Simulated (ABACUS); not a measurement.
The system is NaLaMnMoO6.

```
Na La Mn Mo O
1.0
    -2.72294    2.72294    3.89889
     2.72294   -2.72294    3.89889
     2.72294    2.72294   -3.89889
Na La Mn Mo O
1 1 1 1 6
Cartesian
  2.7229 0.0000 1.9494
  0.0000 2.7229 1.9494
  0.0000 0.0000 3.8989
  0.0000 0.0000 0.0000
  1.6123 1.1308 0.0001
  1.5921 -1.1106 3.8988
  1.1106 1.5921 3.8990
  1.1308 3.8336 -0.0001
  0.0000 0.0000 1.9646
  0.0000 0.0000 5.8332
```

The cell was built by a generator and needn't be a form met in nature.

Base run:

- Program: ABACUS 3.10.1
- Functional: PBE
- Potentials or basis: PseudoDojo NC SR 0.4.1 PBE standard
- Cutoff: 1510 eV
- Density cutoff: 6041 eV
- Basis: plane waves
- k mesh: 7 × 7 × 7
- Occupations: fermi-dirac, width 0.05 eV
- Spin: collinear spin, ferromagnetic start
- Starting moments: [0.0, 0.0, 4.0, 1.0, 0.0, 0.0, 0.0, 0.0, 0.0, 0.0] μB

Its results: band gap on the k mesh none (metal or under the smearing width); pressure 0.6 GPa; net moment 2.21 μB per cell; largest force 0.186 eV/Å.

Task: The run is repeated on the same cell with these changes: basis from plane waves to DZP LCAO (the cutoffs set its grid); k mesh from 7 × 7 × 7 to 5 × 5 × 5. What comes out?

Result: Band gap on the k mesh none (metal or under the smearing width); pressure 2.6 GPa; net moment 2.42 μB per cell; site moments Na +0.00; La -0.04; Mn +3.01; Mo -0.55; O -0.01, +0.01, -0.00 μB; largest force 0.269 eV/Å.

Several settings changed at once, so the effect can't be laid on one alone.

Caveats: a cell with one magnetic atom can't hold antiferromagnetic order, which such compounds often take; semilocal functionals often make such compounds metallic where correlation or magnetic order opens a gap, which also shifts bond lengths; there are fewer bands than atomic start orbitals, so a level may be missed at k points of high symmetry (some runs); the atomic orbitals were generated for these runs and aren't a published set (some runs); the basis of atomic orbitals isn't converged, which shifts pressures, moduli and gaps (some runs).
